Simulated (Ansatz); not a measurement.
GePd:

```xyz
2
Lattice="3.1717 0.0000 0.0000 0.0000 3.1717 0.0000 0.0000 0.0000 3.1717" Properties=species:S:1:pos:R:3 pbc="T T T"
Ge    0.0000    0.0000    0.0000
Pd    1.5858    1.5858    1.5858
```

The cell was built by a generator and needn't be a form met in nature.

```yaml
Program: Ansatz 0.2.0
Task: relaxation of cell and atoms
Functional: HSE03
Potentials_or_basis: Ansatz PAW
Cutoff: "420 eV (not typed: the program's choice for these potentials)"
k_mesh: 4 × 4 × 4
Occupations: fermi-dirac, width 0.05 eV
Spin: no spin polarisation
```

At the start: volume 15.95 Å³/atom.

Question: Where does the relaxation end?

Answer: It ends after 5 steps and the volume is 15.16 Å³/atom (-4.9 %); space group Pm-3m (No. 221, to 0.05 Å).

The path:
```
step  energy change (eV)  largest force (eV/Å)  volume (Å³)
   1              0.0000                0.0000        31.91
   2             -0.0171                0.0000        29.22
   3             -0.0363                0.0000        30.45
   4             -0.0366                0.0000        30.33
   5             -0.0349                0.0000        30.33
```

Final structure:
```
Ge Pd
1.0
     3.11857    0.00000    0.00000
     0.00000    3.11857    0.00000
     0.00000    0.00000    3.11857
Ge Pd
1 1
Direct
  0.00000 0.00000 0.00000
  0.50000 0.50000 0.50000
```

Caveat: the k mesh is coarse (spacing up to 0.50 Å⁻¹), so the values aren't converged, least of all with exact exchange; the plane-wave basis is chosen anew once the cell has moved, so the energies of steps on either side of that aren't comparable; the PAW data sets come from PBE, with cores solved anew for the run's functional, which leaves a small shift of forces and pressure.
